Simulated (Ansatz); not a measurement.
# ClGaH4Si: molecular dynamics

Aim: follow the molecule's vibrations and see whether its bonds hold. The start is relaxed first. Runs: 40 steps of 2 fs at constant energy, with velocities drawn for 200 K. SMILES of the start: [SiH3][GaH][Cl].

Program: Ansatz 0.2.0. Level of theory: RHF/def2-SVP. These are calculated values, not measurements.

### Step 1. Starting point

Bond lengths: Si1–Ga2 2.413 Å, Ga2–Cl3 2.101 Å, Si1–H4 1.474 Å, Si1–H5 1.476 Å, Si1–H6 1.472 Å, Ga2–H7 1.630 Å. Angles: Si1–Ga2–Cl3 125.2°, Si1–Ga2–H7 125.9°, Cl3–Ga2–H7 108.9°, Ga2–Si1–H4 111.6°, Ga2–Si1–H5 108.6°, Ga2–Si1–H6 112.5°, H4–Si1–H5 107.8°, H4–Si1–H6 107.9°, H5–Si1–H6 108.1°.

Structure file:

```xyz
7

Si   -0.9222    0.5602   -0.3011
Ga    1.0123   -0.6528    0.4802
Cl    2.6276   -1.2576   -0.7187
H    -2.0356   -0.3477   -0.6331
H    -0.5553    1.2932   -1.5281
H    -1.4118    1.5359    0.6863
H     1.2850   -1.1312    2.0145
```

### Step 2. Preparing the start

Input file input.yaml:

```yaml
crystal:
  periodic: [false, false, false]
  atoms:
    - { symbol: Si, position_ang: [-0.9222, 0.56019, -0.3011] }
    - { symbol: Ga, position_ang: [1.01234, -0.65281, 0.48021] }
    - { symbol: Cl, position_ang: [2.62756, -1.25759, -0.71872] }
    - { symbol: H, position_ang: [-2.03555, -0.34772, -0.63309] }
    - { symbol: H, position_ang: [-0.55532, 1.29321, -1.52814] }
    - { symbol: H, position_ang: [-1.41184, 1.5359, 0.68627] }
    - { symbol: H, position_ang: [1.28501, -1.13118, 2.01455] }
basis:
  gaussian: { orbitals: def2-SVP }
hamiltonian:
  xc: hf
relax:
  f_tol: 0.02
  max_steps: 40
scf:
  lower_state_search: "off"
```

Launch:

```console
$ ansatz run input.yaml --threads 1 --pin off --max-ram 2048MiB --backend cpu --events-out ev --progress --plain --runs-dir out
```

Standard output, shortened:

```text
Warning: RAYON_NUM_THREADS=1 ignored (pool sized by the plan → 1); use --threads N
[...]
Functional definition: HF
[...]
898 factors; integrals over basis functions are off by at most 2.7e-4 eV
[...]
mean field -72751.62041035 eV, -2673.5727372609 hartree, gradient 1.2e-6 eV, S^2 0.000000; 0 other end points of the search recorded, 0 dependent functions left out
[...]
reference -72751.62041035 eV, -2673.5727372609 hartree; 33, 33 occupied and 55, 55 virtual orbitals, 898 factors
relax step   1: F+E_penalty+E_count = -72751.62041035 eV  Δ(F+E_penalty+E_count) = +0.000e0 eV  max|allowed force component| = 1.942e0 eV/Å  Δτ_max = 0.0000 Å  (18 SCF iters, accepted)
[...]
relax step   5: F+E_penalty+E_count = -72751.74248257 eV  Δ(F+E_penalty+E_count) = -1.593e-3 eV  max|allowed force component| = 2.714e-2 eV/Å  Δτ_max = 0.0315 Å  (20 SCF iters, accepted)
[...]
relax step   6: F+E_penalty+E_count = -72751.74310105 eV  Δ(F+E_penalty+E_count) = -6.185e-4 eV  max|allowed force component| = 8.241e-3 eV/Å  Δτ_max = 0.0336 Å  (20 SCF iters, accepted)
Total energy: -72751.74310105 eV, -2673.5772460610 hartree
Atom 0 at    -0.906128     0.571177    -0.317078 Å, force    -0.000392     0.003806    -0.001764 eV/Å
Atom 1 at     1.000121    -0.660601     0.586654 Å, force    -0.000775     0.003182    -0.000363 eV/Å
Atom 2 at     2.565579    -1.229845    -0.820639 Å, force     0.000621    -0.003136     0.002804 eV/Å
Atom 3 at    -1.993958    -0.385230    -0.642391 Å, force    -0.004504    -0.008241    -0.000481 eV/Å
Atom 4 at    -0.523378     1.301384    -1.547833 Å, force     0.003461     0.002250     0.001910 eV/Å
Atom 5 at    -1.417947     1.537624     0.685878 Å, force    -0.000594     0.002709     0.001829 eV/Å
Atom 6 at     1.275710    -1.134508     2.055390 Å, force     0.002183    -0.000571    -0.003934 eV/Å
Dipole moment:    -0.346762     0.144948     0.257640 e Å
Checks for a lower state left out: stability, starts, cluster_reference, orbital_swaps, neighbouring_geometries, increment
```

Run time: 12 s. Hardware: 1 thread of Arm Neoverse V1, shared host; peak memory 0.17 GiB.

Relaxation path:

```tsv
step	energy from step 1 (eV)	largest force component (eV/Å)
1	0.0000	1.9423
2	-0.1043	0.2017
3	-0.1192	0.0579
4	-0.1205	0.0352
5	-0.1221	0.0271
6	-0.1227	0.0082
```

Step 1 is the start.

After: Bond lengths: Si1–Ga2 2.443 Å, Ga2–Cl3 2.181 Å, Si1–H4 1.485 Å, Si1–H5 1.481 Å, Si1–H6 1.484 Å, Ga2–H7 1.568 Å. Angles: Si1–Ga2–Cl3 116.9°, Si1–Ga2–H7 129.5°, Cl3–Ga2–H7 113.5°, Ga2–Si1–H4 109.1°, Ga2–Si1–H5 110.7°, Ga2–Si1–H6 110.3°, H4–Si1–H5 109.0°, H4–Si1–H6 108.4°, H5–Si1–H6 109.2°.

### Step 3. The run

40 steps of 2 fs at constant energy, with velocities drawn for 200 K, from the relaxed start.

Input file input.yaml:

```yaml
crystal:
  periodic: [false, false, false]
  atoms:
    - { symbol: Si, position_ang: [-0.906128, 0.571177, -0.317078] }
    - { symbol: Ga, position_ang: [1.000121, -0.660601, 0.586654] }
    - { symbol: Cl, position_ang: [2.565579, -1.229845, -0.820639] }
    - { symbol: H, position_ang: [-1.993958, -0.38523, -0.642391] }
    - { symbol: H, position_ang: [-0.523378, 1.301384, -1.547833] }
    - { symbol: H, position_ang: [-1.417947, 1.537624, 0.685878] }
    - { symbol: H, position_ang: [1.27571, -1.134508, 2.05539] }
basis:
  gaussian: { orbitals: def2-SVP }
hamiltonian:
  xc: hf
md:
  timestep: 2.0
  n_steps: 40
  ensemble: nve
  temperature: 200.0
  initial_velocities: maxwell_boltzmann
  seed: 119433
scf:
  lower_state_search: "off"
```

Launch:

```console
$ ansatz run input.yaml --threads 1 --pin off --max-ram 2048MiB --backend cpu --events-out ev --progress --plain --runs-dir out
```

Standard output, shortened:

```text
Warning: RAYON_NUM_THREADS=1 ignored (pool sized by the plan → 1); use --threads N
[...]
[... 1 set-up line as earlier in the session ...]
[...]
896 factors; integrals over basis functions are off by at most 3.1e-4 eV
[...]
mean field -72751.74308778 eV, -2673.5772455732 hartree, gradient 1.3e-6 eV, S^2 0.000000; 0 other end points of the search recorded, 0 dependent functions left out
[...]
reference -72751.74308778 eV, -2673.5772455732 hartree; 33, 33 occupied and 55, 55 virtual orbitals, 896 factors
md step     0: t =     0.00 fs  T =   200.0 K  F+E_penalty+E_count = -72751.74308778 eV  E_kin = 0.129260 eV  conserved = -72751.61382778 eV  (18 SCF iters)
[...]
md step    10: t =    20.00 fs  T =   115.5 K  F+E_penalty+E_count = -72751.67865696 eV  E_kin = 0.074623 eV  conserved = -72751.60403427 eV  (20 SCF iters)
[...]
md step    40: t =    80.00 fs  T =    46.7 K  F+E_penalty+E_count = -72751.62355565 eV  E_kin = 0.030203 eV  conserved = -72751.59335261 eV  (20 SCF iters)
Total energy: -72751.62355565 eV, -2673.5728528484 hartree
Atom 0 at    -0.959589     0.607485    -0.275909 Å, force    -0.309998    -1.209842     1.994344 eV/Å
Atom 1 at     0.991787    -0.666850     0.542193 Å, force    -0.043793     0.234464    -0.236578 eV/Å
Atom 2 at     2.633078    -1.249625    -0.776176 Å, force    -0.117234     0.031142    -0.029951 eV/Å
Atom 3 at    -2.160522    -0.284042    -0.195214 Å, force     0.182966     0.064662     0.007178 eV/Å
Atom 4 at    -0.872837     1.091306    -1.575248 Å, force     0.292811     0.761131    -2.016920 eV/Å
Atom 5 at    -1.193391     1.716045     0.668529 Å, force     0.024124     0.200933     0.105614 eV/Å
Atom 6 at     1.259299    -1.087755     2.017590 Å, force    -0.028876    -0.082491     0.176312 eV/Å
Dipole moment:    -0.356382     0.153805     0.180868 e Å
Checks for a lower state left out: stability, starts, cluster_reference, orbital_swaps, neighbouring_geometries, increment
```

Run time: 67 s. Hardware: 1 thread of Arm Neoverse V1, shared host; peak memory 0.16 GiB.

### Step 4. Frames and traces

One step in 3; energies are changes from step 0:

```tsv
time (fs)	T (K)	potential energy change (meV/atom)	total energy change (meV/atom)
0.0	200	0.0	0.00
6.0	120	8.8	1.42
12.0	76	13.3	1.88
18.0	50	16.3	2.45
24.0	52	16.3	2.58
30.0	100	11.0	1.79
36.0	160	3.8	0.14
42.0	151	4.9	0.31
48.0	139	6.7	1.05
54.0	92	11.2	1.27
60.0	32	18.0	2.47
66.0	56	16.2	2.88
72.0	60	14.9	1.99
78.0	134	6.3	0.19
80.0	47	17.1	2.92
```

time (fs), T (K) and a bar:
```
      0.0        200 ##############################
      4.0         55 #####
      6.0        120 ################
     10.0         57 #####
     14.0        169 #########################
     18.0         50 ####
     20.0        115 ################
     24.0         52 #####
     28.0        160 #######################
     32.0         66 #######
     34.0        139 ####################
     38.0         59 ######
     42.0        151 ######################
     46.0         51 ####
     48.0        139 ####################
     52.0         50 ####
     56.0        149 #####################
     60.0         32 #
     62.0        129 ##################
     66.0         56 #####
     70.0        152 ######################
     74.0         25 
     76.0        114 ###############
     80.0         47 ####
```

### Step 5. Frames from the trajectory

Positions (Å) and forces (eV/Å):

```xyz
7
time_fs=10.0 T=57 dE=0.1102
Si   -0.903    0.578   -0.309   -0.811   -1.356    1.453
Ga    1.001   -0.661    0.574   -0.149    0.011    0.439
Cl    2.568   -1.231   -0.806    0.169   -0.076   -0.088
H    -2.018   -0.391   -0.564    0.212    0.002    0.055
H    -0.654    1.216   -1.526    0.484    1.058   -1.623
H    -1.430    1.494    0.717    0.060    0.304    0.106
H     1.201   -1.127    2.081    0.036    0.056   -0.342
7
time_fs=20.0 T=115 dE=0.0644
Si   -0.912    0.575   -0.296    0.197    0.720   -0.762
Ga    1.000   -0.660    0.564   -0.234    0.288   -0.221
Cl    2.574   -1.235   -0.794    0.252   -0.100   -0.192
H    -1.973   -0.442   -0.481   -0.171    0.068   -0.059
H    -0.664    1.327   -1.622   -0.130   -0.631    0.892
H    -1.348    1.588    0.710   -0.029   -0.171   -0.080
H     1.184   -1.134    2.018    0.114   -0.173    0.421
7
time_fs=30.0 T=100 dE=0.0769
Si   -0.922    0.575   -0.284    0.372    0.897   -0.953
Ga    0.997   -0.657    0.555   -0.006   -0.140    0.464
Cl    2.587   -1.241   -0.787    0.183   -0.035   -0.206
H    -2.014   -0.407   -0.433   -0.189    0.013   -0.080
H    -0.639    1.296   -1.642   -0.264   -0.701    1.131
H    -1.308    1.618    0.712   -0.034   -0.166   -0.119
H     1.228   -1.194    2.031   -0.063    0.133   -0.238
7
time_fs=40.0 T=91 dE=0.0804
Si   -0.929    0.582   -0.277   -0.637   -0.860    1.120
Ga    0.992   -0.654    0.550    0.076   -0.313    0.302
Cl    2.605   -1.248   -0.786   -0.007    0.071   -0.120
H    -2.124   -0.305   -0.428    0.230   -0.063    0.059
H    -0.654    1.129   -1.549    0.324    0.791   -1.348
H    -1.323    1.601    0.713    0.075    0.265    0.050
H     1.252   -1.202    2.006   -0.061    0.110   -0.063
7
time_fs=50.0 T=155 dE=0.0298
Si   -0.945    0.584   -0.268   -0.068   -0.140    0.174
Ga    0.989   -0.656    0.548    0.085   -0.091   -0.273
Cl    2.623   -1.253   -0.787   -0.219    0.125    0.049
H    -2.140   -0.293   -0.401    0.092    0.007    0.076
H    -0.636    1.157   -1.570    0.066    0.222   -0.525
H    -1.257    1.694    0.663   -0.033   -0.009    0.101
H     1.233   -1.140    1.994    0.077   -0.114    0.397
7
time_fs=60.0 T=32 dE=0.1260
Si   -0.959    0.591   -0.264    0.828    0.994   -1.365
Ga    0.987   -0.659    0.546    0.279   -0.131    0.348
Cl    2.635   -1.255   -0.788   -0.339    0.119    0.183
H    -2.122   -0.308   -0.325   -0.230   -0.020   -0.034
H    -0.647    1.225   -1.681   -0.414   -0.752    1.350
H    -1.202    1.745    0.654   -0.088   -0.277   -0.043
H     1.232   -1.087    2.069   -0.034    0.067   -0.439
7
time_fs=70.0 T=152 dE=0.0332
Si   -0.959    0.604   -0.271   -0.022   -0.183   -0.221
Ga    0.989   -0.664    0.545    0.111    0.164   -0.277
Cl    2.638   -1.253   -0.783   -0.289    0.084    0.122
H    -2.161   -0.271   -0.252    0.062   -0.066   -0.019
H    -0.790    1.117   -1.669    0.015    0.007    0.403
H    -1.233    1.686    0.710    0.105    0.102   -0.158
H     1.248   -1.053    2.032    0.018   -0.108    0.149
7
time_fs=80.0 T=47 dE=0.1195
Si   -0.960    0.608   -0.276   -0.310   -1.210    1.994
Ga    0.992   -0.667    0.542   -0.044    0.234   -0.237
Cl    2.633   -1.250   -0.776   -0.117    0.031   -0.030
H    -2.160   -0.284   -0.195    0.183    0.065    0.007
H    -0.873    1.091   -1.575    0.293    0.761   -2.017
H    -1.193    1.716    0.668    0.024    0.201    0.106
H     1.259   -1.088    2.018   -0.029   -0.083    0.176
```

### Step 6. Results

| quantity | value |
| --- | --- |
| relaxation of the start | 5 moves, 0.123 eV lower |
| length | 40 steps of 2 fs |
| temperature, first and last step | 200 and 47 K |
| temperature, second half | mean 96 K, from 25 to 155 K |
| potential energy, second half | +11 meV/atom from the start |
| largest change of the total energy | 2.92 meV/atom |
| bonds formed or broken | 0 |

What this shows: The temperature starts at 200 K and averages 96 K in the second half, where it ranges from 25 to 155 K; a mean near half the start is what vibrations about a minimum give, since they share energy equally between motion and strain. The total energy strays from its start by at most 2.92 meV/atom, 31 % of the mean kinetic energy, which is poor: the step of 2 fs is too long for the fastest motion. The bonding pattern survives the run. 80 fs on 7 atoms is far too short and small for converged averages. The nuclei move classically, without zero-point motion, which matters most for hydrogen.
